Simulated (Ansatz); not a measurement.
# TaTl3P2: the cost of one run

Program: Ansatz 0.2.0. Level of theory: DFT PBE, scalar-relativistic, plane waves, PAW, unless a step names another level. These are calculated values, not measurements.

## Step 1: The system as given

Symmetry: P-3m1, No. 164, trigonal system. Conventional cell: a = 3.547 Å, b = 3.547 Å, c = 14.110 Å, α = 90.00°, β = 90.00°, γ = 120.00°. Ta (site symmetry -3m) has 6 P at 2.54 Å as nearest neighbours. Around Tl (site symmetry -3m) lie 8 Tl at 3.35 to 3.55 Å. Tl (site symmetry 3m) has 3 P at 3.01 Å and 1 Tl at 3.35 Å as nearest neighbours. P (site symmetry 3m) is surrounded by 3 Ta at 2.54 Å and 3 Tl at 3.01 Å.

As a file:

```cif
data_structure
_symmetry_space_group_name_H-M 'P 1'
_symmetry_Int_Tables_number 1
_cell_length_a 3.5470
_cell_length_b 3.5470
_cell_length_c 14.1099
_cell_angle_alpha 90.000
_cell_angle_beta 90.000
_cell_angle_gamma 120.000
_cell_volume 153.73
loop_
_atom_site_label
_atom_site_type_symbol
_atom_site_fract_x
_atom_site_fract_y
_atom_site_fract_z
_atom_site_occupancy
Ta1 Ta 0.00000 0.00000 0.50000 1
Tl1 Tl 0.00000 0.00000 0.00000 1
Tl2 Tl 0.00000 0.00000 0.23765 1
Tl3 Tl 0.00000 0.00000 0.76235 1
P1 P 0.33333 0.66667 0.60646 1
P2 P 0.66667 0.33333 0.39354 1
```

It came out lowest among 32 distinct ends of the trial cells. At a tolerance of 0.05 Å it has space group P-3m1 (No. 164).

## Step 2: A stricter relaxation, on the response runs' mesh and smearing

The input, input.yaml:

```yaml
crystal:
  lattice:
    - [3.5469864188, 0.0, 0.0]
    - [-1.7734932094, 3.0717803456, 0.0]
    - [0.0, 0.0, 14.1098635355]
  atoms:
    - { symbol: Ta, position: [0.0, 0.0, 0.5] }
    - { symbol: Tl, position: [0.0, 0.0, 0.0] }
    - { symbol: Tl, position: [0.0, 0.0, 0.2376494114] }
    - { symbol: Tl, position: [0.0, 0.0, 0.7623505886] }
    - { symbol: P, position: [0.3333333333, 0.6666666667, 0.6064583268] }
    - { symbol: P, position: [0.6666666667, 0.3333333333, 0.3935416732] }
basis:
  ecutwfc: 420
kpoints:
  mp_grid: { grid: [12, 12, 4] }
hamiltonian:
  xc: pbe
scf:
  occupations: { method: gaussian, width: 0.1 }
output:
  forces: true
  stress: true
  eigenvalues: true
relax:
  adjacent_minimum: "off"
  f_tol: 0.001
  max_steps: 60
  cell: { stress_tol: 0.01 }
```

On the command line:

```bash
ansatz run input.yaml --threads 3 --pin off --max-ram 7680MiB --backend cpu --events-out ev --progress --plain --runs-dir out
```

Q: Estimate wall time and peak memory on 3 threads of Arm Neoverse N1, shared host.

About 37 s, with a peak of 0.65 GiB.
